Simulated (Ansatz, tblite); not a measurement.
**SnH3(nBu) (C₄H₁₂Sn): charged states by level of theory**

An exercise on one series of results from a longer session: the logs are not shown, and one member is left open.

Computed with Ansatz 0.2.0, Gaussian basis. Level: as each input shows.

The runs, in order: charge +1 doublet, at the geometry of the singlet (PBE0-D4/def2-TZVP, PBE-D4/def2-TZVP, BLYP-D4/def2-TZVP, CCSD(T)/def2-SVP); charge -1 doublet, at the geometry of the singlet (PBE0-D4/def2-TZVPD, PBE-D4/def2-TZVPD, BLYP-D4/def2-TZVPD); the starting singlet's energies come from earlier runs.

3 further runs of the same task are left out: 3 set aside as unsound or not needed.

## The geometry

The geometry is that of the singlet, from an earlier relaxation (PBE-D4/def2-SVP).

17 atoms, charge 0, spin multiplicity 1.

Atoms are counted from 1 here; the program's logs count them from 0.

Bond lengths: Sn1–H2 1.732 Å, Sn1–H3 1.732 Å, Sn1–H4 1.732 Å, Sn1–C5 2.181 Å, C5–C6 1.533 Å, C5–H9 1.111 Å, C5–H10 1.110 Å, C6–C7 1.539 Å, C6–H11 1.114 Å, C6–H12 1.112 Å, C7–C8 1.530 Å, C7–H13 1.112 Å, C7–H14 1.113 Å, C8–H15 1.109 Å, C8–H16 1.109 Å, C8–H17 1.111 Å. Angles: H2–Sn1–H3 108.9°, H2–Sn1–H4 108.9°, H2–Sn1–C5 110.8°, H3–Sn1–H4 108.5°, H3–Sn1–C5 109.7°, H4–Sn1–C5 109.9°, Sn1–C5–C6 113.6°, Sn1–C5–H9 106.8°, Sn1–C5–H10 106.5°, C6–C5–H9 111.0°, C6–C5–H10 111.8°, H9–C5–H10 106.7°, C5–C6–C7 114.3°, C5–C6–H11 109.8°, C5–C6–H12 109.6°, C7–C6–H11 108.8°, C7–C6–H12 108.5°, H11–C6–H12 105.6° and more.

Sn takes a core potential in the def2 sets. No spin-orbit coupling is included.

The first run:

Contents of in.yaml:

```yaml
crystal:
  periodic: [false, false, false]
  atoms:
    - {symbol: Sn, position_ang: [1.381252, 1.938904, 1.623933]}
    - {symbol: H, position_ang: [1.376185, 1.957134, 3.355414]}
    - {symbol: H, position_ang: [3.021521, 1.972897, 1.067244]}
    - {symbol: H, position_ang: [0.574064, 3.358443, 1.046176]}
    - {symbol: C, position_ang: [0.382082, 0.154939, 0.864442]}
    - {symbol: C, position_ang: [0.356010, 0.072212, -0.666057]}
    - {symbol: C, position_ang: [-0.301573, -1.205094, -1.219335]}
    - {symbol: C, position_ang: [-1.793134, -1.339177, -0.905640]}
    - {symbol: H, position_ang: [0.909041, -0.720003, 1.302049]}
    - {symbol: H, position_ang: [-0.640855, 0.159566, 1.294820]}
    - {symbol: H, position_ang: [-0.174732, 0.958559, -1.082707]}
    - {symbol: H, position_ang: [1.394301, 0.133367, -1.059942]}
    - {symbol: H, position_ang: [-0.155817, -1.226684, -2.321541]}
    - {symbol: H, position_ang: [0.244985, -2.091530, -0.825722]}
    - {symbol: H, position_ang: [-2.222240, -2.253772, -1.362390]}
    - {symbol: H, position_ang: [-1.985169, -1.398387, 0.185447]}
    - {symbol: H, position_ang: [-2.365931, -0.471373, -1.296150]}
basis:
  gaussian: {orbitals: def2-TZVP}
total_charge: 1
magnetization: {spin_polarized: true, initial_magnetization: 1}
hamiltonian: {xc: pbe0, dispersion: d4}
scf: {omitted_lower_state_checks: [starts]}
output: {orbitals: {seedname: orbitals}}
```

Started as:

```bash
> ansatz run in.yaml --threads 4 --pin off --events-out ev --progress --plain --max-ram 4787MiB
```

Steps of the session up to this table: Charge +1 doublet at the fixed geometry, PBE0-D4/def2-TZVP; Charge +1 doublet at the fixed geometry, PBE-D4/def2-TZVP; Charge +1 doublet at the fixed geometry, BLYP-D4/def2-TZVP; Charge +1 doublet at the fixed geometry, CCSD(T)/def2-SVP.

One of the session's tables, all rows but one given; the rest of the session is left out.

| method | vertical ionisation energy (eV) |
| --- | --- |
| HF/def2-SVP | 8.99 |
| PBE-D4/def2-TZVP | ? |
| BLYP-D4/def2-TZVP | 9.24 |
| PBE0-D4/def2-TZVP | 9.53 |
| MP2/def2-SVP | 9.79 |
| CCSD/def2-SVP | 9.65 |
| CCSD(T)/def2-SVP | 9.66 |

**Question.** Estimate the row for PBE-D4/def2-TZVP.

As computed: vertical ionisation energy (eV): 9.30. In the column «vertical ionisation energy (eV)» it lies between BLYP-D4/def2-TZVP (9.24) and PBE0-D4/def2-TZVP (9.53).

To keep in mind: The yardstick is in a double-zeta basis, so levels in larger sets aren't compared like for like. CCSD(T)/def2-SVP isn't at the basis-set limit; small misses against it rank nothing.
